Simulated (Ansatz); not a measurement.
# Si2H3F3 (SMILES F[Si](F)(F)[SiH3]): revPBE/cc-pVDZ

What is the vertical singlet–triplet gap of Si2H3F3 at revPBE/cc-pVDZ? 

The results are computed with Ansatz 0.2.0.

48 further runs of the same task are left out: 4 that didn't finish, 44 set aside as unsound or not needed.

### 1 The molecule

The species is Si2H3F3 (8 atoms), meant as a singlet with charge 0. SMILES: `F[Si](F)(F)[SiH3]`. The shape is that of a PBE0-D4/def2-TZVP optimisation.

Bond lengths: F1–Si2 1.582 Å, Si2–F3 1.582 Å, Si2–F4 1.582 Å, Si2–Si5 2.328 Å, Si5–H6 1.484 Å, Si5–H7 1.484 Å, Si5–H8 1.484 Å. Some angles: F1–Si2–F3 107.0°, F1–Si2–F4 107.0°, F1–Si2–Si5 111.9°, F3–Si2–F4 107.0°, F3–Si2–Si5 111.9°, F4–Si2–Si5 111.9°, Si2–Si5–H6 108.7°, Si2–Si5–H7 108.7°, Si2–Si5–H8 108.7°, H6–Si5–H7 110.2°.

### 2 The energy at revPBE/cc-pVDZ

Input file run.yaml:

```yaml
crystal:
  periodic: [false, false, false]
  atoms:
    - {symbol: F, position_ang: [1.310500, -1.060500, 1.504800]}
    - {symbol: Si, position_ang: [0.534400, -0.990500, 0.128500]}
    - {symbol: F, position_ang: [-0.479300, -2.204500, 0.107900]}
    - {symbol: F, position_ang: [1.595600, -1.255900, -1.013900]}
    - {symbol: Si, position_ang: [-0.550700, 1.050400, -0.152600]}
    - {symbol: H, position_ang: [-1.525600, 1.227900, 0.951900]}
    - {symbol: H, position_ang: [0.460600, 2.135800, -0.122800]}
    - {symbol: H, position_ang: [-1.253300, 1.040400, -1.459500]}
basis:
  gaussian:
    orbitals: cc-pVDZ
hamiltonian:
  xc: {name: revPBE}
accuracy: high
output: {orbitals: {seedname: orbitals}}
```

Run with:

```sh
$ ansatz run run.yaml --threads 1 --pin off --max-ram 3480MiB --events-out events.jsonl --progress --plain --runs-dir runs
```

Standard output:

```text
Warning: RAYON_NUM_THREADS=1 ignored (pool sized by the plan → 1); use --threads N
Functional definition: revPBE
  name "revPBE"
  parameter kappa = 1.245
  parameter beta = 0.06672455060314922
  exchange = pbe_x(kappa = kappa, mu = beta*pi^2/3)
  correlation = pbe_c(beta = beta)
2061 factors; integrals over basis functions are off by at most 4.6e-9 eV
mean field evaluation 1: about -23948.9806 eV, gradient 4.9e1 eV
mean field evaluation 2: about -23939.8062 eV, gradient 9.3e1 eV
mean field evaluation 4: about -23952.8233 eV, gradient 1.4e0 eV
mean field evaluation 8: about -23952.8259 eV, gradient 1.8e-2 eV
mean field evaluation 16: about -23952.8259 eV, gradient 1.3e-6 eV
mean field -23952.82594919 eV, -880.2501178241 hartree, gradient 4.9e-8 eV, S^2 0.000000; 0 other end points of the search recorded, 0 dependent functions left out
reference -23952.82595375 eV, -880.2501179918 hartree; 29, 29 occupied and 64, 64 virtual orbitals, 2061 factors
Total energy: -23952.82595375 eV, -880.2501179918 hartree
```

Wall time 7.2 s (1 thread of Arm Neoverse V2, shared host); peak memory 0.24 GiB.

### 3 The triplet

Input file job.yaml:

```yaml
crystal:
  periodic: [false, false, false]
  atoms:
    - {symbol: F, position_ang: [1.310500, -1.060500, 1.504800]}
    - {symbol: Si, position_ang: [0.534400, -0.990500, 0.128500]}
    - {symbol: F, position_ang: [-0.479300, -2.204500, 0.107900]}
    - {symbol: F, position_ang: [1.595600, -1.255900, -1.013900]}
    - {symbol: Si, position_ang: [-0.550700, 1.050400, -0.152600]}
    - {symbol: H, position_ang: [-1.525600, 1.227900, 0.951900]}
    - {symbol: H, position_ang: [0.460600, 2.135800, -0.122800]}
    - {symbol: H, position_ang: [-1.253300, 1.040400, -1.459500]}
basis:
  gaussian:
    orbitals: cc-pVDZ
output:
  orbitals: {seedname: orbitals}
magnetization:
  spin_polarized: true
  initial_magnetization: 2
total_charge: 0
accuracy: high
hamiltonian:
  xc: {name: revPBE}
```

Run with:

```sh
$ ansatz run job.yaml --threads 1 --pin off --max-ram 3480MiB --events-out events.jsonl --progress --plain --runs-dir runs
```

Standard output:

```text
Warning: RAYON_NUM_THREADS=1 ignored (pool sized by the plan → 1); use --threads N
Functional definition: revPBE
  name "revPBE"
  parameter kappa = 1.245
  parameter beta = 0.06672455060314922
  exchange = pbe_x(kappa = kappa, mu = beta*pi^2/3)
  correlation = pbe_c(beta = beta)
2061 factors; integrals over basis functions are off by at most 4.6e-9 eV
mean field evaluation 1: about -23942.5723 eV, gradient 3.3e1 eV
mean field evaluation 2: about -23932.1081 eV, gradient 6.6e1 eV
mean field evaluation 4: about -23946.2561 eV, gradient 3.0e0 eV
mean field evaluation 8: about -23946.3001 eV, gradient 9.2e-2 eV
mean field evaluation 16: about -23946.3002 eV, gradient 2.8e-3 eV
mean field evaluation 32: about -23946.3002 eV, gradient 1.2e-6 eV
mean field evaluation 64: about -23946.3001 eV, gradient 5.5e-7 eV
mean field evaluation 96: about -23945.6125 eV, gradient 2.5e0 eV
mean field -23946.30016207 eV, -880.0102995708 hartree, gradient 7.4e-8 eV, S^2 2.003405; 6 other end points of the search recorded, 0 dependent functions left out
reference -23946.30016686 eV, -880.0102997467 hartree; 30, 28 occupied and 63, 65 virtual orbitals, 2061 factors
Total energy: -23946.30016686 eV, -880.0102997467 hartree
```

Run time: 65 s. Hardware: 1 thread of Arm Neoverse V2, shared host; peak memory 0.34 GiB.

### 4 Summary of results

Level: revPBE/cc-pVDZ.

```
                                        quantity          value
                           singlet: total energy  -880.25012 Eh
                            singlet: HOMO energy       -7.86 eV
                            singlet: LUMO energy       -0.75 eV
                          singlet: HOMO–LUMO gap        7.12 eV
                           triplet: total energy  -880.01030 Eh
     triplet: HOMO energy (highest over α and β)       -1.72 eV
                                   triplet: ⟨S²⟩          2.003
vertical energy of the triplet above the singlet       6.526 eV
```

What this shows: At this shape the triplet lies 6.53 eV (630 kJ/mol) above the singlet.
